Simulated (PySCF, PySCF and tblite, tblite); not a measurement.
# (z)-1-(1-butenyl)aziridine (C₆H₁₁N): a path driven as rotation about a bond, and NMR exchange, part 2 of 2

PySCF and tblite. Atoms count from 0. Earlier steps stand in the parts before.

### 10 Shieldings, saddle of leg 2: revPBE/pcSseg-1

What the job is given:

```
{"job": {"kind": "nmr", "xc": "revPBE", "basis": "pcSseg-1", "pop": false}, "charge": 0, "multiplicity": 1}
C     -1.609707     1.648211    -0.347848
C     -1.407136     0.245560     0.230721
C     -0.872202    -0.688812    -0.813604
C      0.356176    -1.154569    -1.016775
N      1.582609    -0.940115    -0.360503
C      1.894441     0.204476     0.461808
C      1.747346    -1.136472     1.062539
H     -2.291154     1.611997    -1.194892
H     -2.026992     2.314176     0.404503
H     -0.663099     2.060426    -0.692103
H     -0.760032     0.297493     1.105468
H     -2.375585    -0.138131     0.565224
H     -1.622940    -1.003570    -1.528870
H      0.503897    -1.839583    -1.846857
H      2.892070     0.594151     0.298051
H      1.153357     0.966522     0.660310
H      2.629103    -1.695965     1.347163
H      0.869848    -1.345795     1.665665
```

The program printed:

```text
coarse grid: 14400 points
cycle   1  E = -289.6771380777  dE =  6.742e-01  |g| = 5.420e-01  |ddm| = 3.753e+00
cycle   2  E = -289.5945539753  dE =  8.258e-02  |g| = 7.775e-01  |ddm| = 1.444e+00
cycle   3  E = -289.7571961196  dE = -1.626e-01  |g| = 1.338e-01  |ddm| = 8.915e-01
cycle   4  E = -289.7605036400  dE = -3.308e-03  |g| = 7.259e-02  |ddm| = 1.764e-01
cycle   5  E = -289.7618368108  dE = -1.333e-03  |g| = 1.779e-02  |ddm| = 7.250e-02
cycle   6  E = -289.7618966091  dE = -5.980e-05  |g| = 7.380e-03  |ddm| = 2.094e-02
cycle   7  E = -289.7619072412  dE = -1.063e-05  |g| = 1.106e-03  |ddm| = 6.746e-03
cycle   8  E = -289.7619075232  dE = -2.821e-07  |g| = 3.776e-04  |ddm| = 1.602e-03
final grid: 137336 points
cycle   9  E = -289.8083217004  dE = -7.584e-05  |g| = 1.413e-02  |ddm| = 4.900e-02
cycle  10  E = -289.8082630706  dE =  5.863e-05  |g| = 2.064e-02  |ddm| = 3.325e-02
cycle  11  E = -289.8083740623  dE = -1.110e-04  |g| = 1.711e-03  |ddm| = 2.057e-02
cycle  12  E = -289.8083746308  dE = -5.686e-07  |g| = 5.670e-04  |ddm| = 1.904e-03
cycle  13  E = -289.8083746890  dE = -5.818e-08  |g| = 1.817e-04  |ddm| = 6.518e-04
cycle  14  E = -289.8083746950  dE = -6.032e-09  |g| = 1.002e-04  |ddm| = 2.583e-04
cycle  15  E = -289.8083746976  dE = -2.533e-09  |g| = 2.205e-05  |ddm| = 9.483e-05
cycle  16  E = -289.8083746977  dE = -1.162e-10  |g| = 6.816e-06  |ddm| = 2.658e-05
converged SCF energy = -289.8083746977

GIAO shielding tensors (ppm)
atom      isotropic    diamagn.    paramagn.     s11        s22        s33       span
  0 C      164.627     246.700     -82.073    151.424    160.162    182.294     30.870
  1 C      154.914     248.584     -93.670    141.849    159.752    163.140     21.291
  2 C       51.640     259.114    -207.475    -61.820     76.676    140.063    201.883
  3 C       38.523     247.990    -209.467    -57.522     57.347    115.743    173.265
  4 N      214.917     323.015    -108.098    112.039    249.830    282.881    170.842
  5 C      150.928     253.256    -102.327    106.136    160.361    186.288     80.152
  6 C      147.619     255.293    -107.673    101.323    160.573    180.962     79.639
  7 H       30.735      29.562       1.173     27.183     28.748     36.274      9.090
  8 H       30.635      28.995       1.640     26.721     27.679     37.505     10.785
  9 H       30.763      31.233      -0.470     26.634     30.781     34.875      8.241
 10 H       29.822      34.141      -4.319     25.516     29.829     34.120      8.604
 11 H       29.956      30.577      -0.622     25.856     28.364     35.649      9.793
 12 H       26.484      32.696      -6.212     24.212     26.017     29.222      5.011
 13 H       25.214      30.005      -4.791     21.317     26.247     28.078      6.761
 14 H       29.774      29.770       0.004     23.402     26.621     39.301     15.899
 15 H       29.287      34.118      -4.830     23.083     28.715     36.064     12.981
 16 H       29.588      29.312       0.276     23.533     26.467     38.764     15.232
 17 H       29.665      32.984      -3.319     24.127     29.949     34.919     10.792
```

Run time: 100 s. Hardware: 1 thread of Intel Xeon at 2.50GHz, shared host; peak memory 0.68 GiB.

Key values: HOMO -5.11 eV, LUMO -0.53 eV; dipole 1.49 D.

Orbitals, density, ELF and potential are computed afterwards from the orbital file.

Frontier orbitals at revPBE/pcSseg-1, with the share of their density that lies nearest to each atom:

```csv
orbital,energy (eV),lies on
HOMO,-5.11,"N4 56 %; C2 8 %; C3, C6 about 6 % each"
LUMO,-0.53,"C2, C3 about 29 % each; H12, H13 about 6 % each"
```

ELF in a plane through or near 7 of the atoms.

Values, 10 rows by 14 columns:
```
0.00 0.00 0.00 0.00 0.00 0.00 0.00 0.00 0.00 0.00 0.00 0.00 0.00 0.00
0.00 0.00 0.00 0.00 0.00 0.00 0.00 0.00 0.00 0.00 0.00 0.00 0.00 0.00
0.00 0.00 0.00 0.00 0.02 0.02 0.11 0.00 0.00 0.03 0.12 0.01 0.00 0.00
0.00 0.00 0.00 0.03 0.46 0.49 1.00 0.15 0.11 0.47 0.96 0.45 0.00 0.00
0.00 0.00 0.05 0.07 0.57 0.24 0.84 0.02 0.35 0.21 0.67 0.14 0.01 0.00
0.00 0.00 0.16 0.14 0.54 0.47 0.29 0.26 0.45 0.48 0.97 0.95 0.02 0.00
0.00 0.00 0.00 0.03 0.61 0.59 0.34 0.49 0.62 0.10 0.05 0.08 0.00 0.00
0.00 0.00 0.00 0.00 0.01 0.43 0.85 0.19 1.00 0.97 0.01 0.00 0.00 0.00
0.00 0.00 0.00 0.00 0.00 0.18 0.34 0.01 0.43 0.16 0.00 0.00 0.00 0.00
0.00 0.00 0.00 0.00 0.00 0.00 0.00 0.00 0.00 0.00 0.00 0.00 0.00 0.00
```
The map spans 11.9 Å across and 9.8 Å up, centred on the molecule. Atoms in the plane (x, y in Å): C0 (2.2, 0.7), C2 (0.6, -1.2), C3 (-0.6, -1.4), N4 (-1.7, -0.5), C5 (-1.6, 0.9), H12 (1.3, -2.1), H15 (-0.7, 1.4).

log10 of the density (e/Å³) in the same plane.

Ten even steps from ' ' (-4.0) to '@' (1.0):
```
                                                        
                                                        
                                                        
              ....::::::::....  ......::....            
            ..::------------::::::::------::::..        
          ::--====++++++++++==----==++++++==--::..      
        ..::==++****######**====++++******++==--..      
      ..::--==**##%%%%%%%%##++++**##%%%%##**++--::      
      ::--==++**##%%@@%%##**++++**##@@@@##**++--::..    
    ..::==++++**##%%%%##**++++**####%%%%%%##++==::..    
    ..::--==++**##%%%%%%******############**++==::..    
      ..::--==**##%%%%%%%%##%%%%##**++++++++==--..      
      ....--==++**####%%@@%%%%%%%%**++====----::..      
          ..::====++**##%%%%##%%%%##**==--::..          
            ..::--==++######**##%%##++==::..            
              ..::--==++++++==++++++==--::              
                ..::--======--======--::..              
                  ....::::::....::....                  
                        ..                              
                                                        
```
The map spans 11.9 Å across and 9.8 Å up, centred on the molecule. Atoms in the plane (x, y in Å): C0 (2.2, 0.7), C2 (0.6, -1.2), C3 (-0.6, -1.4), N4 (-1.7, -0.5), C5 (-1.6, 0.9), H12 (1.3, -2.1), H15 (-0.7, 1.4).

On the surface of density 0.002 e/bohr³ the electrostatic potential runs, from the 1st to the 99th percentile, from -1.43 V near N4 to 0.73 V near H15.

### 11 Shieldings, end: revPBE/pcSseg-1

What the job is given:

```
{"job": {"kind": "nmr", "xc": "revPBE", "basis": "pcSseg-1", "pop": false}, "charge": 0, "multiplicity": 1}
C     -1.900698     1.807212    -0.923514
C     -1.275756     0.817870     0.059643
C     -0.930288    -0.468788    -0.624467
C      0.264190    -1.051970    -0.650478
N      1.433400    -0.554090    -0.086529
C      1.597246    -0.269012     1.311189
C      2.342924    -1.372754     0.661896
H     -2.806018     1.391042    -1.360735
H     -2.156876     2.736100    -0.418434
H     -1.202531     2.030176    -1.727084
H     -0.381538     1.260887     0.497530
H     -1.992281     0.622384     0.865165
H     -1.738417    -0.936301    -1.169038
H      0.412950    -1.964156    -1.217241
H      2.111022     0.654312     1.545873
H      0.792089    -0.524279     1.992192
H      3.390718    -1.240475     0.425374
H      2.059964    -2.394339     0.894893
```

The program printed:

```text
coarse grid: 14400 points
cycle   1  E = -289.6845689195  dE =  7.007e-01  |g| = 5.609e-01  |ddm| = 3.740e+00
cycle   2  E = -289.5666605269  dE =  1.179e-01  |g| = 8.587e-01  |ddm| = 1.482e+00
cycle   3  E = -289.7665416913  dE = -1.999e-01  |g| = 1.833e-01  |ddm| = 1.020e+00
cycle   4  E = -289.7747444544  dE = -8.203e-03  |g| = 6.956e-02  |ddm| = 2.326e-01
cycle   5  E = -289.7758708230  dE = -1.126e-03  |g| = 2.161e-02  |ddm| = 7.248e-02
cycle   6  E = -289.7759563903  dE = -8.557e-05  |g| = 7.386e-03  |ddm| = 1.871e-02
cycle   7  E = -289.7759672980  dE = -1.091e-05  |g| = 1.177e-03  |ddm| = 5.956e-03
cycle   8  E = -289.7759676028  dE = -3.048e-07  |g| = 3.714e-04  |ddm| = 1.403e-03
final grid: 137336 points
cycle   9  E = -289.8217531395  dE = -6.216e-05  |g| = 1.425e-02  |ddm| = 4.299e-02
cycle  10  E = -289.8216883822  dE =  6.476e-05  |g| = 2.134e-02  |ddm| = 3.309e-02
cycle  11  E = -289.8218044845  dE = -1.161e-04  |g| = 3.066e-03  |ddm| = 2.111e-02
cycle  12  E = -289.8218064876  dE = -2.003e-06  |g| = 6.645e-04  |ddm| = 2.896e-03
cycle  13  E = -289.8218065732  dE = -8.563e-08  |g| = 3.273e-04  |ddm| = 8.550e-04
cycle  14  E = -289.8218066010  dE = -2.781e-08  |g| = 4.459e-05  |ddm| = 3.009e-04
cycle  15  E = -289.8218066014  dE = -3.674e-10  |g| = 2.120e-05  |ddm| = 5.889e-05
converged SCF energy = -289.8218066014

GIAO shielding tensors (ppm)
atom      isotropic    diamagn.    paramagn.     s11        s22        s33       span
  0 C      164.670     245.552     -80.883    152.836    158.742    182.431     29.595
  1 C      156.144     248.111     -91.967    143.497    160.946    163.989     20.492
  2 C       65.510     256.846    -191.335    -32.235     87.750    141.017    173.252
  3 C       44.052     252.463    -208.410    -52.073     68.089    116.141    168.214
  4 N      199.213     320.251    -121.038    123.994    195.994    277.649    153.654
  5 C      150.056     251.232    -101.176    105.189    161.431    183.548     78.359
  6 C      155.980     256.853    -100.873    111.744    162.575    193.621     81.876
  7 H       30.783      29.129       1.655     27.101     28.824     36.426      9.325
  8 H       30.514      28.464       2.050     26.184     28.091     37.265     11.081
  9 H       30.770      30.233       0.536     26.859     29.533     35.916      9.057
 10 H       29.120      34.915      -5.796     23.488     29.114     34.757     11.270
 11 H       29.662      31.424      -1.762     24.904     28.850     35.233     10.329
 12 H       27.103      33.778      -6.675     25.071     26.775     29.463      4.393
 13 H       25.732      32.060      -6.328     22.105     26.292     28.799      6.694
 14 H       29.683      30.884      -1.201     25.287     25.844     37.918     12.632
 15 H       30.034      32.073      -2.040     27.185     27.570     35.345      8.160
 16 H       29.954      30.076      -0.123     24.072     26.815     38.973     14.902
 17 H       30.282      31.539      -1.257     25.234     28.532     37.080     11.847
```

Wall time 79 s (1 thread of Intel Xeon at 2.50GHz, shared host); peak memory 0.68 GiB.

This run: HOMO -4.67 eV, LUMO -0.09 eV; dipole 1.31 D.

### 12 Single-point energy, saddle of leg 1: revPBE/pcSseg-1

What the job is given:

```
{"job": {"kind": "sp", "xc": "revPBE", "basis": "pcSseg-1", "pop": false}, "charge": 0, "multiplicity": 1}
C     -1.833145     1.604463    -0.309386
C     -1.306074     0.285431     0.258251
C     -0.786325    -0.587234    -0.844229
C      0.411118    -1.124792    -1.051440
N      1.615614    -1.088595    -0.318860
C      2.074494     0.090017     0.382386
C      1.658097    -1.114933     1.126187
H     -2.617734     1.419173    -1.039732
H     -2.240475     2.224892     0.485904
H     -1.032155     2.153065    -0.801269
H     -0.553829     0.498334     1.015139
H     -2.131818    -0.240696     0.749736
H     -1.536038    -0.792275    -1.600224
H      0.545963    -1.725802    -1.945896
H      3.130760     0.294550     0.260163
H      1.452175     0.976376     0.408348
H      2.416980    -1.769871     1.535538
H      0.732391    -1.102103     1.689385
```

The program printed:

```text
coarse grid: 14400 points
cycle   1  E = -289.6777605001  dE =  6.738e-01  |g| = 5.410e-01  |ddm| = 3.753e+00
cycle   2  E = -289.5984800728  dE =  7.928e-02  |g| = 7.691e-01  |ddm| = 1.444e+00
cycle   3  E = -289.7580441919  dE = -1.596e-01  |g| = 1.268e-01  |ddm| = 8.836e-01
cycle   4  E = -289.7608910538  dE = -2.847e-03  |g| = 7.058e-02  |ddm| = 1.668e-01
cycle   5  E = -289.7621506656  dE = -1.260e-03  |g| = 1.752e-02  |ddm| = 6.926e-02
cycle   6  E = -289.7622092305  dE = -5.856e-05  |g| = 7.283e-03  |ddm| = 2.109e-02
cycle   7  E = -289.7622195861  dE = -1.036e-05  |g| = 1.087e-03  |ddm| = 6.870e-03
cycle   8  E = -289.7622198605  dE = -2.743e-07  |g| = 3.702e-04  |ddm| = 1.551e-03
final grid: 137336 points
cycle   9  E = -289.8082776807  dE = -7.072e-05  |g| = 1.425e-02  |ddm| = 4.833e-02
cycle  10  E = -289.8082180907  dE =  5.959e-05  |g| = 2.080e-02  |ddm| = 3.454e-02
cycle  11  E = -289.8083307619  dE = -1.127e-04  |g| = 2.127e-03  |ddm| = 2.165e-02
cycle  12  E = -289.8083316113  dE = -8.494e-07  |g| = 7.982e-04  |ddm| = 2.517e-03
cycle  13  E = -289.8083317451  dE = -1.339e-07  |g| = 2.838e-04  |ddm| = 9.578e-04
cycle  14  E = -289.8083317654  dE = -2.032e-08  |g| = 7.333e-05  |ddm| = 2.819e-04
cycle  15  E = -289.8083317666  dE = -1.169e-09  |g| = 2.090e-05  |ddm| = 8.049e-05
cycle  16  E = -289.8083317667  dE = -1.010e-10  |g| = 6.919e-06  |ddm| = 2.596e-05
converged SCF energy = -289.8083317667
```

Run time: 63 s. Hardware: 1 thread of Intel Xeon at 2.50GHz, shared host; peak memory 0.48 GiB.

This run: HOMO -5.16 eV, LUMO -0.54 eV; dipole 1.57 D.

Single-point energy, minimum 1: revPBE/pcSseg-1:

What the job is given:

```
{"job": {"kind": "sp", "xc": "revPBE", "basis": "pcSseg-1", "pop": false}, "charge": 0, "multiplicity": 1}
C     -1.704977     1.656984    -0.327090
C     -1.352054     0.280751     0.241475
C     -0.813841    -0.609448    -0.838381
C      0.401426    -1.108420    -1.039322
N      1.611420    -0.996891    -0.324573
C      1.985409     0.176608     0.432076
C      1.676162    -1.093640     1.117059
H     -2.430660     1.560572    -1.131603
H     -2.129164     2.291594     0.447982
H     -0.816822     2.142669    -0.726932
H     -0.657343     0.399617     1.070870
H     -2.262881    -0.178866     0.638531
H     -1.557965    -0.856088    -1.587172
H      0.550438    -1.736242    -1.912927
H      3.021658     0.466010     0.308393
H      1.301025     1.011161     0.514346
H      2.487282    -1.706421     1.489198
H      0.756120    -1.181261     1.683870
```

The program printed:

```text
coarse grid: 14400 points
cycle   1  E = -289.6771847736  dE =  6.731e-01  |g| = 5.412e-01  |ddm| = 3.753e+00
cycle   2  E = -289.5968908582  dE =  8.029e-02  |g| = 7.718e-01  |ddm| = 1.444e+00
cycle   3  E = -289.7572759615  dE = -1.604e-01  |g| = 1.296e-01  |ddm| = 8.854e-01
cycle   4  E = -289.7602953888  dE = -3.019e-03  |g| = 7.146e-02  |ddm| = 1.702e-01
cycle   5  E = -289.7615872641  dE = -1.292e-03  |g| = 1.755e-02  |ddm| = 7.042e-02
cycle   6  E = -289.7616458290  dE = -5.856e-05  |g| = 7.322e-03  |ddm| = 2.103e-02
cycle   7  E = -289.7616562871  dE = -1.046e-05  |g| = 1.099e-03  |ddm| = 6.820e-03
cycle   8  E = -289.7616565674  dE = -2.803e-07  |g| = 3.746e-04  |ddm| = 1.579e-03
final grid: 137336 points
cycle   9  E = -289.8081962138  dE = -7.619e-05  |g| = 1.427e-02  |ddm| = 4.984e-02
cycle  10  E = -289.8081361773  dE =  6.004e-05  |g| = 2.087e-02  |ddm| = 3.416e-02
cycle  11  E = -289.8082494388  dE = -1.133e-04  |g| = 1.961e-03  |ddm| = 2.129e-02
cycle  12  E = -289.8082501509  dE = -7.121e-07  |g| = 7.569e-04  |ddm| = 2.332e-03
cycle  13  E = -289.8082502646  dE = -1.137e-07  |g| = 2.810e-04  |ddm| = 9.190e-04
cycle  14  E = -289.8082502845  dE = -1.988e-08  |g| = 8.037e-05  |ddm| = 2.955e-04
cycle  15  E = -289.8082502860  dE = -1.466e-09  |g| = 2.148e-05  |ddm| = 8.384e-05
cycle  16  E = -289.8082502861  dE = -1.091e-10  |g| = 6.993e-06  |ddm| = 2.681e-05
converged SCF energy = -289.8082502861
```

It took 71 s on 1 thread of Intel Xeon at 2.50GHz, shared host; peak memory 0.48 GiB.

In short: HOMO -5.15 eV, LUMO -0.54 eV; dipole 1.56 D.

### 13 The path in numbers

What the job is given:

```
{"job": {"smiles": "CC/C=C\\N1CC1", "charge": 0, "mult": 1, "motion": "rotation", "what": "enamine", "atoms": [3, 4], "drives": [{"terms": [["t", [2, 3, 4, 5], 0.25], ["t", [2, 3, 4, 6], 0.25], ["t", [13, 3, 4, 5], 0.25], ["t", [13, 3, 4, 6], 0.25]], "by": 180, "n": 12}], "flip": [3, 4], "study": "path", "level": {"kind": "nmr", "xc": "revPBE", "basis": "pcSseg-1"}, "fields": [270, 400, 500], "first": 1, "seed": 778, "kind": "path"}, "charge": 0, "multiplicity": 1}
C     -2.058672     1.364339     0.217971
C     -1.613941    -0.099079     0.206246
C     -0.831496    -0.424941    -1.028362
C      0.444045    -0.797356    -1.076628
N      1.271210    -1.034348     0.014758
C      2.625845    -0.567672     0.079512
C      1.595128    -0.053519     1.011951
H     -2.655322     1.586957    -0.664253
H     -2.656946     1.575027     1.101827
H     -1.195335     2.026992     0.219986
H     -1.020904    -0.314719     1.094924
H     -2.504008    -0.734909     0.235673
H     -1.375073    -0.344563    -1.959009
H      0.905325    -1.038364    -2.027747
H      3.350482    -1.289716     0.432891
H      2.992518     0.092133    -0.700474
H      1.583013    -0.402481     2.036476
H      1.242797     0.963541     0.876360
```

The program printed:

```text
stationary points (kcal/mol above the start)
  n  kind          group   xTB      DFT    lowest mode
  0  minimum      C1       0.00     0.00      53.3
  1  saddle       C1       7.20     7.90     -17.9
  2  intermediate C1       7.20     7.83      20.0
  3  saddle       C1       7.21     7.73     -42.4
  4  minimum      C1       0.06     0.23      38.7

GFN2-xTB energies: T/K, barrier G, reaction G (kcal/mol), k forward, k back (1/s)
 150.00     7.34    -0.03         33       29.7
 200.00     7.46    -0.05   1.51e+04   1.33e+04
 250.00     7.60    -0.07    6.1e+05   5.32e+05
 298.15     7.74    -0.08   6.77e+06   5.86e+06
 350.00     7.91    -0.10   4.36e+07   3.77e+07
 400.00     8.07    -0.12   1.68e+08   1.45e+08
 500.00     8.42    -0.15   1.14e+09   9.79e+08

revPBE/pcSseg-1 + D3(BJ) energies: T/K, barrier G, reaction G (kcal/mol), k forward, k back (1/s)
 150.00     8.02     0.14       4.13       6.66
 200.00     8.14     0.12    3.2e+03   4.37e+03
 250.00     8.27     0.11   1.77e+05   2.19e+05
 298.15     8.40     0.09   2.41e+06    2.8e+06
 350.00     8.56     0.07   1.81e+07   2.01e+07
 400.00     8.71     0.06   7.82e+07   8.38e+07
 500.00     9.03     0.02   6.17e+08   6.32e+08
```

Run time: 8.3 min. Hardware: 1 thread of Intel Xeon at 2.50GHz, shared host; peak memory 0.68 GiB. This counts the whole study up to here.

Barriers by level (kcal/mol; entropies in cal/(mol K)). Zero-point and thermal terms come from xTB in every row. ΔG‡ leaves symmetry out; the rate counts one path and all 2 saddles; effective ΔG‡, where given, is the barrier that would give that rate by Eyring's equation alone:

```csv
level,ΔE‡,with zero-point,ΔH‡,ΔS‡,ΔG‡ (298 K),ΔE of reaction,k at 298 K (1/s),effective ΔG‡
GFN2-xTB,7.21,7.11,6.55,-4.0,7.74,0.06,6.8e+06,8.13
revPBE/pcSseg-1 + D3(BJ),7.90,7.77,7.19,-4.1,8.40,0.23,2.4e+06,8.75
```

Sites that the driver pairs across this motion, and where their lines would merge (no couplings; faster rotations or exchange between molecules can average them sooner):

```csv
nucleus,sites: shielding (ppm),proton frequency (MHz),spread (Hz),coalescence (K),lines at 298 K
¹³C,C5: 156.2; C5 (end): 150.1,500,776,190,–
¹³C,C6: 150.0; C6 (end): 156.0,500,750,190,–
¹³C,C0: 162.8; C0 (end): 164.7,500,233,180,–
¹H,H16: 29.64; H16 (end): 29.95,500,156,176,–
¹H,H14: 29.96; H14 (end): 29.68,500,136,175,–
¹H,H15: 30.28; H15 (end): 30.03,500,125,174,–
¹H,H17: 30.14; H17 (end): 30.28,500,72,170,–
¹³C,C3: 43.6; C3 (end): 44.1,500,56,168,–
```

Rows that set an atom against itself at the end compare its shielding in the two forms.

### 14 Results

This closing draws on all 2 parts.

```
                          quantity                             value
barrier (revPBE/pcSseg-1 + D3(BJ))  ΔE‡ 7.9, ΔG‡(298 K) 8.4 kcal/mol
                barrier (GFN2-xTB)                  ΔE‡ 7.2 kcal/mol
                     rate at 298 K                       2.4e+06 s⁻¹
                   end of the path       0.2 kcal/mol from the start
```

What this shows: The barrier is 7.9 kcal/mol at the DFT level (xTB: 7.2); with thermal terms and the count of paths the DFT value gives a rate of 2.4e+06 s⁻¹ at 298 K. An error of 1.4 kcal/mol changes that rate tenfold. It was not proven that each saddle links the two ends.
